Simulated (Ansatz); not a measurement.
# Pt3PbC: the cost of one run

Program: the Python package of Ansatz 0.2.0. Level of theory: DFT PBE, plane waves, PAW. These are calculated values, not measurements.

### 1 Starting point

The structure is cubic, space group Pm-3m (No. 221). Conventional cell: a = 4.348 Å, b = 4.348 Å, c = 4.348 Å, α = 90.00°, β = 90.00°, γ = 90.00°. Around Pt (site symmetry 4/mmm) lie 2 C at 2.17 Å. Around Pb (site symmetry m-3m) lie 12 Pt at 3.07 Å. Around C (site symmetry m-3m) lie 6 Pt at 2.17 Å.

The script holds or builds the structure itself.

### 2 The script

Contents of smear.py:

```python
"""Smearing width test for Pt3PbC."""

import warnings

import ansatz as az


def main() -> None:
    warnings.simplefilter("ignore", az.DeckWarning)

    pt3pbc = (
        az.Lattice.cubic(4.348043)
        .space_group(221)
        .atom("Pt", (0.0, 0.5, 0.5))
        .atom("Pb", (0.0, 0.0, 0.0))
        .atom("C", (0.5, 0.5, 0.5))
    )

    calculation = pt3pbc.calculation()
    calculation = calculation.functional("PBE")
    calculation = calculation.basis(420)
    calculation = calculation.kpoints(mesh=(6, 6, 6))
    calculation = calculation.stress()

    rows = []
    for value in [0.3, 0.2, 0.1, 0.05]:
        rep = calculation.occupations("cold", width=value).run(threads=1, backend="cpu").report
        rows.append((value, rep["free_energy_ev"] / len(rep["lattice"]["sites"]), rep["n_iterations"], sum(rep["stress_gpa"][i][i] for i in range(3)) / 3, rep["n_kpoints"]))

    print("  width (eV)   F/atom (eV)    iterations       P (GPa)      k-points")
    for row in rows:
        print(f"{str(row[0]):>12s}  {row[1]:12.5f}  {row[2]:12d}  {row[3]:12.3f}  {row[4]:12d}")

    # differences from the last row
    for row in rows[:-1]:
        shift = 1000 * (row[1] - rows[-1][1])
        print(f"{row[0]}: {shift:+.2f} meV/atom" + ("  (within 5 meV)" if abs(shift) < 5 else ""))


if __name__ == "__main__":
    main()
```

### 3 The input behind the calls

The package turns the script's settings into the engine's input (first run):

```yaml
crystal:
  lattice:
    bravais: cubic
    a: 4.348043
  space_group: 221
  atoms:
    - { symbol: Pt, position: [0.0, 0.5, 0.5] }
    - { symbol: Pb, position: [0.0, 0.0, 0.0] }
    - { symbol: C, position: [0.5, 0.5, 0.5] }
basis:
  ecutwfc: 420.0
kpoints:
  mp_grid:
    grid: [6, 6, 6]
hamiltonian:
  xc: pbe
scf:
  occupations:
    method: cold
    width: 0.3
output:
  stress: true
```

### 4 Launch

The run is started by

```sh
python smear.py
```

**Question.** How long does this script take on 1 thread of Intel Xeon Platinum 8488C (Sapphire Rapids), shared host, and how much memory does it need?

About 18 s, with a peak of 0.45 GiB.
